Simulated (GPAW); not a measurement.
**CdNH2F (SMILES [NH2][Cd][F]) at 3 levels**

Aim: a comparison of 3 runs (PBE/real-space grid, optPBE-vdW/szp(dzp), PBE/dzp) of CdNH2F. 

Program for the calculation: GPAW 26.7.0.

5 further runs of the same task are left out: 5 set aside as unsound or not needed. Runs told in other sessions of the task aren't counted.

### 1 The structure to begin with

The species is CdNH2F (5 atoms), meant as a singlet with charge 0. As SMILES, `[NH2][Cd][F]`. The coordinates come from a PBE0-D4/def2-TZVP relaxation.

Bond lengths: N1–Cd2 1.998 Å, Cd2–F3 1.935 Å, N1–H4 1.014 Å, N1–H5 1.014 Å. Angles: N1–Cd2–F3 175.2°, Cd2–N1–H4 110.9°, Cd2–N1–H5 110.9°, H4–N1–H5 106.1°.

### 2 Energy and one-electron properties at PBE/real-space grid (scalar-relativistic datasets) (run 1)

calc.py

```python
import numpy as np
from ase import Atoms
from ase.units import Debye
from gpaw import GPAW

atoms = Atoms(["N", "Cd", "F", "H", "H"],
    positions=[[ -0.333400,   0.922000,  -0.346300],
               [  0.604700,  -0.740300,   0.245400],
               [  1.652200,  -2.274900,   0.787100],
               [ -0.955600,   0.728600,  -1.123800],
               [ -0.917900,   1.290800,   0.396200]])
atoms.center(vacuum=4.5)

calculator = GPAW(mode="fd", xc="PBE", h=0.18, maxiter=150, txt="-")
atoms.calc = calculator

energy = atoms.get_potential_energy()
print(f"Energy                  {energy:.5f} eV")
forces = atoms.get_forces()
print("Forces (eV/Ang)")
for symbol, f in zip(atoms.symbols, forces):
    print(f'{symbol:2} {f[0]:9.4f} {f[1]:9.4f} {f[2]:9.4f}')
dipole = atoms.get_dipole_moment() / Debye
print(f"Dipole                  {np.linalg.norm(dipole):.3f} D")
homo, lumo = calculator.get_homo_lumo()
print(f"HOMO = {homo:.3f} eV")
print(f"LUMO = {lumo:.3f} eV")
print(f"Gap = {lumo - homo:.3f} eV")
```

Launch:

```bash
$ python calc.py
```

Output:

```text
[...]
Number of symmetries: 1
[...]
  Number of IBZ points: 1
[...]
Spin-components: 1 (collinear spins)
Bands:           19
[...]
  Valence electrons: 26.0
[...]
  Grid points: [64 68 60]
  Charge: 0.0  # |e|
[...]
    cutoffs:
[...]
occupation numbers:
  # Zero width
[...]
xc functional:
  name: PBE with 2 nearest neighbor stencil
[...]
|iter     |     time |      energy | eigst |  dens |
[...]
|iter:   1| 00:00:03 |  -25.439246 | +0.81 |       |
[...]
|iter:  15| 00:00:21 |  -20.481800c| -7.55c| -6.03c|
Converged in 15 steps
[...]
Energy contributions relative to reference atoms: (reference = -156393.900950)
Energy contributions:
  Kinetic:          31.551703
  Coulomb:         -32.231918
  Zero:              0.681116
  External:          0.000000
  Xc:              -20.482702
  Entropy:           0.000000
  Spinorbit:         0.000000
  ----------------------------
  Free energy:     -20.481800
  Extrapolated:    -20.481800
dipole moment: (-0.479061, 0.326954, -0.108618)  # |e|*Ang
Fermi level: -4.267
Eigenvalues  # (at kpt = [0.000, 0.000, 0.000])
| band index |      eig [eV] | occ [0-2] |
|------------|---------------|-----------|
|          0 |       -26.972 |     2.000 |
|        ... |               |           |
|          5 |       -13.111 |     2.000 |
|          6 |       -13.109 |     2.000 |
|          7 |       -11.307 |     2.000 |
|          8 |        -8.812 |     2.000 |
|          9 |        -8.757 |     2.000 |
|         10 |        -7.894 |     2.000 |
|         11 |        -7.883 |     2.000 |
|         12 |        -6.216 |     2.000 |
|         13 |        -2.318 |     0.000 |
|         14 |        -1.060 |     0.000 |
[...]
Gap: 3.898 eV
Transition (v -> c):
[...]
Forces (eV/Ang)
N     0.3573    0.2033   -0.0872
Cd   -0.1042    0.0228   -0.0058
F     0.2684   -0.0213    0.1884
H    -0.2273   -0.0869   -0.2760
H    -0.2148    0.1096    0.2790
Dipole                  2.834 D
HOMO = -6.216 eV
LUMO = -2.318 eV
Gap = 3.898 eV
```

Run time: 21 s. Hardware: 1 thread of Arm Neoverse V2, shared host; peak memory 0.76 GiB.

### 3 The charge distribution at optPBE-vdW/szp(dzp) (scalar-relativistic datasets) (run 2)

sp.py

```python
from ase import Atoms
from gpaw import GPAW

# Atomic positions
molecule = Atoms('NCdFHH',
    positions=[[ -0.333400,   0.922000,  -0.346300],
               [  0.604700,  -0.740300,   0.245400],
               [  1.652200,  -2.274900,   0.787100],
               [ -0.955600,   0.728600,  -1.123800],
               [ -0.917900,   1.290800,   0.396200]])
molecule.center(vacuum=4.5)

# GPAW settings
dft = GPAW(mode='lcao',
           basis='szp(dzp)',
           h=0.2,
           xc={'name': 'optPBE-vdW', 'backend': 'libvdwxc'},
           maxiter=150,
           txt='gs.txt')
molecule.calc = dft

energy = molecule.get_potential_energy()
print(f'Energy                  {energy:.5f} eV')
homo, lumo = dft.get_homo_lumo()
print(f'HOMO                    {homo:.3f} eV')
print(f'LUMO = {lumo:.3f} eV')
print(f'Gap                     {lumo - homo:.3f} eV')
```

Launch:

```bash
$ python3 sp.py
```

Output:

```text
Energy                  -44.51814 eV
HOMO                    -5.864 eV
LUMO = -1.500 eV
Gap                     4.363 eV
```

gs.txt, cut to the lines that bear on the results:

```text
[...]
Converged in 9 steps
[...]
Energy contributions relative to reference atoms: (reference = -156393.900950)
Energy contributions:
  Kinetic:          47.077063
  Coulomb:         -41.495323
  Zero:              0.797984
  External:          0.000000
  Xc:              -50.897867
  Entropy:           0.000000
  Spinorbit:         0.000000
  ----------------------------
  Free energy:     -44.518144
  Extrapolated:    -44.518144
dipole moment: (-0.283002, 0.076574, -0.020955)  # |e|*Ang
Fermi level: -3.682
Eigenvalues  # (at kpt = [0.000, 0.000, 0.000])
| band index |      eig [eV] | occ [0-2] |
|------------|---------------|-----------|
|          0 |       -25.922 |     2.000 |
|        ... |               |           |
|          5 |       -13.113 |     2.000 |
|          6 |       -13.111 |     2.000 |
|          7 |       -11.434 |     2.000 |
[... 10 lines of this table left out ...]
|         18 |         6.084 |     0.000 |
Gap: 4.363 eV
Transition (v -> c):
[...]
timing:  # [seconds]
  Total: 21.872  # ━━━━━━━━━━━━━━━━━━━━━━━━━━━━━━━━━━━━━━━━━━━━━━━━━━━━━━━━━━
  Init:   6.194  # ━━━━━━━━━━━━━━━━╸
  SCF:   15.656  # ━━━━━━━━━━━━━━━━━━━━━━━━━━━━━━━━━━━━━━━━━╸
Max RSS: 1213.609  # MiB
```

Run time: 22 s. Hardware: 1 thread of Arm Neoverse V2, shared host; peak memory 1.2 GiB.

### 4 The charge distribution at PBE/dzp (scalar-relativistic datasets) (run 3)

run.xyz

```xyz
5

N     -0.333400     0.922000    -0.346300
Cd     0.604700    -0.740300     0.245400
F      1.652200    -2.274900     0.787100
H     -0.955600     0.728600    -1.123800
H     -0.917900     1.290800     0.396200
```

run.py

```python
import numpy as np
from ase.io import read
from ase.units import Debye
from gpaw import GPAW

# Set up the molecule
atoms = read('run.xyz')
atoms.center(vacuum=4.5)

# GPAW settings
dft = GPAW(mode='lcao', basis='dzp', h=0.18, xc='PBE', maxiter=150, txt='-')
atoms.calc = dft

energy = atoms.get_potential_energy()
print(f'Energy                  {energy:.5f} eV')
forces = atoms.get_forces()
print('Forces (eV/Ang)')
for symbol, f in zip(atoms.symbols, forces):
    print(f'{symbol:2} {f[0]:9.4f} {f[1]:9.4f} {f[2]:9.4f}')
dipole = atoms.get_dipole_moment() / Debye
print(f'Dipole                  {np.linalg.norm(dipole):.3f} D')
homo, lumo = dft.get_homo_lumo()
print(f'HOMO: {homo:.3f} eV')
print(f'LUMO: {lumo:.3f} eV')
print(f'Gap                     {lumo - homo:.3f} eV')
```

Launch:

```bash
$ python run.py > run.log
```

Output:

```text
[...]
Number of symmetries: 1
[...]
  Number of IBZ points: 1
[...]
basis functions: 57
Spin-components: 1 (collinear spins)
Bands:           19
[...]
  Valence electrons: 26.0
[...]
  Grid points: [64 68 60]
  Charge: 0.0  # |e|
[...]
    cutoffs:
[...]
occupation numbers:
  # Zero width
[...]
xc functional:
  name: PBE with 2 nearest neighbor stencil
[...]
|iter     |     time |      energy | eigst |  dens |
[...]
|iter:   1| 00:00:04 |  -20.805610 |      c|       |
[...]
|iter:  10| 00:00:09 |  -18.035739c|      c| -4.48c|
Converged in 10 steps
[...]
Energy contributions relative to reference atoms: (reference = -156393.900950)
Energy contributions:
  Kinetic:          31.590677
  Coulomb:         -28.780442
  Zero:              0.531731
  External:          0.000000
  Xc:              -21.377706
  Entropy:           0.000000
  Spinorbit:         0.000000
  ----------------------------
  Free energy:     -18.035739
  Extrapolated:    -18.035739
dipole moment: (-0.451771, 0.292516, -0.096745)  # |e|*Ang
Fermi level: -3.732
Eigenvalues  # (at kpt = [0.000, 0.000, 0.000])
| band index |      eig [eV] | occ [0-2] |
|------------|---------------|-----------|
|          0 |       -26.506 |     2.000 |
|        ... |               |           |
|          5 |       -12.679 |     2.000 |
|          6 |       -12.677 |     2.000 |
|          7 |       -11.073 |     2.000 |
|          8 |        -8.484 |     2.000 |
|          9 |        -8.325 |     2.000 |
|         10 |        -7.338 |     2.000 |
|         11 |        -7.320 |     2.000 |
|         12 |        -5.801 |     2.000 |
|         13 |        -1.663 |     0.000 |
|         14 |        -0.824 |     0.000 |
[...]
Gap: 4.138 eV
Transition (v -> c):
[...]
Forces (eV/Ang)
N     1.2444    0.1949   -0.1111
Cd   -0.1780    0.0387   -0.0056
F     0.2540   -0.1648    0.1336
H    -0.6630   -0.2701   -0.7544
H    -0.6154    0.2937    0.7740
Dipole                  2.627 D
HOMO: -5.801 eV
LUMO: -1.663 eV
Gap                     4.138 eV
```

It took 9.3 s on 1 thread of Arm Neoverse V2, shared host; peak memory 0.64 GiB.

### 5 Overview of the runs

| run | level | mode | grid spacing | energy (Eh) | dipole moment (D) | HOMO energy (eV) | LUMO energy (eV) | wall time |
| --- | --- | --- | --- | --- | --- | --- | --- | --- |
| 1 | PBE/real-space grid (scalar-relativistic datasets) | fd | 0.18 | -5748.122545 | 2.83 | -6.22 | -2.32 | 21 s |
| 2 | optPBE-vdW/szp(dzp) (scalar-relativistic datasets) | lcao | 0.2 | -5749.005864 | 1.41 | -5.86 | -1.50 | 22 s |
| 3 | PBE/dzp (scalar-relativistic datasets) | lcao | 0.18 | -5748.032654 | 2.63 | -5.80 | -1.66 | 9.3 s |

### 6 Outcome

| quantity | value |
| --- | --- |
| run 3: energy as printed (from the program's reference atoms) | -18.0357 eV |
| run 3: dipole moment | 2.63 D |
| run 3: HOMO energy | -5.80 eV |
| run 3: LUMO energy | -1.66 eV |
| run 3: HOMO–LUMO gap | 4.14 eV |
| run 3: largest force on an atom | 1.264 eV/Å |

The dipole moment (its size) runs from 1.41 D (optPBE-vdW/szp(dzp)) to 2.83 D (PBE/real-space grid). The two ends differ in method and basis. The HOMO–LUMO gap runs from 3.90 eV (PBE/real-space grid) to 4.36 eV (optPBE-vdW/szp(dzp)). Totals of different functionals can't be ranked against each other. All runs together took 53 s, the longest 22 s.
